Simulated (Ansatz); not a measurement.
BH₅Si, SMILES B[SiH3]: the interaction energy of a dimer with the counterpoise correction, run with Ansatz's Python interface.

`bh5si_dimer.py`
```python
"""Interaction energy of two BH5Si molecules, with the counterpoise correction."""

import ansatz

BASIS_SET = "def2-SVP"
XC = "B3LYP"

FIRST = [
    ("B", (-0.0369, -1.171, 0.2153)),
    ("Si", (0.0275, 0.7773, -0.1357)),
    ("H", (-1.1748, -1.6436, 0.2828)),
    ("H", (0.9744, -1.7561, 0.3126)),
    ("H", (-0.6308, 1.0849, -1.4267)),
    ("H", (-0.6307, 1.5275, 0.9544)),
    ("H", (1.4716, 1.1809, -0.203)),
]
SECOND = [
    ("B", (-1.6487, -0.3856, -4.4974)),
    ("Si", (-0.0169, -1.2695, -3.8051)),
    ("H", (-1.4624, 0.3441, -5.475)),
    ("H", (-2.6733, -0.6136, -3.9753)),
    ("H", (0.5856, -2.1227, -4.8556)),
    ("H", (0.9675, -0.2665, -3.3476)),
    ("H", (-0.421, -2.1237, -2.6389)),
]

def energy(atoms, ghosts=()):
    molecule = ansatz.Crystal.molecule()
    for symbol, xyz in atoms:
        molecule = molecule.atom(symbol, xyz)
    calc = (
        molecule.calculation()
        .basis(gaussian=BASIS_SET)
        .functional(XC)
    )
    deck = calc.input()
    if ghosts:
        deck = deck.set(ansatz.key.basis.gaussian.ghost_atoms, [{"symbol": s, "position_ang": list(xyz)} for s, xyz in ghosts])
    return ansatz.Session.from_dict(deck).plan().execute().report["free_energy_ev"]


def main() -> None:
    # monomers in their own basis and in the basis of the dimer
    both = energy(FIRST + SECOND)
    alone = energy(FIRST) + energy(SECOND)
    ghosted = energy(FIRST, SECOND) + energy(SECOND, FIRST)
    print(f"dimer {both:.6f} eV")
    print(f"interaction, uncorrected   {96.485332 * (both - alone):8.3f} kJ/mol")
    print(f"interaction, counterpoise  {96.485332 * (both - ghosted):8.3f} kJ/mol")
    print(f"basis-set superposition    {96.485332 * (alone - ghosted):8.3f} kJ/mol")


if __name__ == "__main__":
    main()
```

How large is the interaction at this pose, and how much of it is basis-set superposition?

Uncorrected it is -1.835 kJ/mol, with the counterpoise correction -0.080 kJ/mol; the difference, 1.75 kJ/mol, is the superposition error.

What the script printed:

```console
$ python bh5si_dimer.py
dimer -17263.190648 eV
interaction, uncorrected     -1.835 kJ/mol
interaction, counterpoise    -0.080 kJ/mol
basis-set superposition       1.755 kJ/mol
```

Notes:
- These settings explore the input space; basis and method may be short of convergence.
- The dimer is a generated trial pose of unrelaxed monomers, not a minimum, so the figure is no binding energy, and the basis set is small.
- b3lyp holds the VWN-RPA fit, as in Gaussian; the form of ORCA and Turbomole is b3lyp5.
- This level lacks the dispersion part of the attraction (electrostatics and induction are there), which can decide the sign where the interaction is weak.
- The whole script took 9.4 s on 1 thread of Arm Neoverse V2 (shared host), peak memory 0.26 GiB.

(Lines on the test bed's own set-up are left out of the output.)
